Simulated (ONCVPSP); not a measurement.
# Beryllium: generating and testing an ONCV potential

Aim: build the potential from the settings below, then test how well it stands in for the atom: other configurations, scattering, ghost states and the plane-wave cutoff that it needs.

Program: ONCVPSP 4.0.1. Reference atom: LDA (Perdew-Wang 92), non-relativistic, spherical and spin-unpolarised. All values are calculated.

### 1 The atom and the settings

Typed settings, in words:

| Property | Result |
| --- | --- |
| element | beryllium (Be, Z = 4) |
| type | optimised norm-conserving Vanderbilt (ONCV) |
| frozen core | [He] |
| valence charge | 2 |
| reference configuration | 2s1.75 (charge +0.25) |
| partial waves | 2s: rc 1.35 bohr, ncon 4, nbas 8, qcut 6.2 1/bohr, 2 projectors, debl 1.3 Ha; p scattering state at 0.34 Ha: rc 1.10 bohr, ncon 4, nbas 8, qcut 7.7 1/bohr, 2 projectors, debl 1.2 Ha; d scattering state at 0.02 Ha: rc 1.40 bohr, ncon 4, nbas 7, qcut 6.9 1/bohr, 2 projectors, debl 3.1 Ha |
| local potential | polynomial inside 0.85 bohr (lpopt 5, dvloc0 2 Ha) |
| core correction | not asked for |

An earlier all-electron run gives the scale for the radii.

All-electron outer shells of the reference configuration (LDA (PZ), non-relativistic, ld1.x):

```json
{"shell": "1s", "level (eV)": "-107.48", "outermost node (bohr)": "–", "outermost maximum (bohr)": "0.27"}
{"shell": "2s", "level (eV)": "-7.49", "outermost node (bohr)": "0.60", "outermost maximum (bohr)": "1.99"}
{"shell": "2p", "level (eV)": "-3.86", "outermost node (bohr)": "–", "outermost maximum (bohr)": "2.15"}
```

### 2 The generation run

The input, Be.dat:

```
# ATOM AND REFERENCE CONFIGURATION
# atsym  z   nc   nv     iexc    psfile
  Be 4.00    1    1  -001012      upf
#
#   n    l    f
    1    0    2.00
    2    0    1.75
#
# PSEUDOPOTENTIAL AND OPTIMIZATION
# lmax
    2
#
#   l,   rc,      ep,       ncon, nbas, qcut
    0    1.35    0.00    4    8    6.20
    1    1.10    0.34    4    8    7.70
    2    1.40    0.02    4    7    6.90
#
# LOCAL POTENTIAL
# lloc, lpopt,  rc(5),   dvloc0
    4    5    0.85    2.00
#
# VANDERBILT-KLEINMAN-BYLANDER PROJECTORs
# l, nproj, debl
    0    2    1.30
    1    2    1.20
    2    2    3.10
#
# MODEL CORE CHARGE
# icmod, fcfact, rcfact
    0    0.00    0.00
#
# LOG DERIVATIVE ANALYSIS
# epsh1, epsh2, depsh
   -2.00    5.00    0.02
#
# OUTPUT GRID
# rlmax, drl
    6.00    0.01
#
# TEST CONFIGURATIONS
# ncnf
    4
# nvcnf
#   n    l    f
    1
    2    0    2.00
#
    1
    2    0    1.00
#
    1
    2    0    1.50
#
    2
    2    0    1.00
    2    1    1.00
#
```

Command:

```console
oncvpspnr.x < Be.dat > Be.out
```

Before running it: what results should come out? Wanted: cutoffs for 1 and 0.1 mHa per electron, occupied waves; bound ghosts; GHOST(+) flags; largest test error; largest phase difference near zero energy, channels read.

As calculated:

| quantity | value |
| --- | --- |
| cutoffs for 1 and 0.1 mHa per electron, occupied waves | 6.4 Ha and 19 Ha |
| bound ghosts | s at -74.52 eV |
| GHOST(+) flags | none at low energy |
| largest test error (AE − PS) | +13 meV, for 2s1 |
| largest phase difference near zero energy, channels read | 0.000 rad |

**Reading.** It has a bound ghost (s), a state that the atom doesn't have, and that rules the file out. By total energies transferability is good: the largest error is 13 meV on 7.9 eV, for 2s1. Atomic tests can pass in spite of a ghost, since they solve only for the levels asked. By its cutoff, 6.4 Ha for the looser tolerance, it is soft on the atom at that tolerance. The tighter tolerance needs 19 Ha, and converged work needs a cutoff nearer that. That counts occupied waves only; other projectors can need more. Near zero energy the phases of the channels with partial waves agree within 0.001 rad.
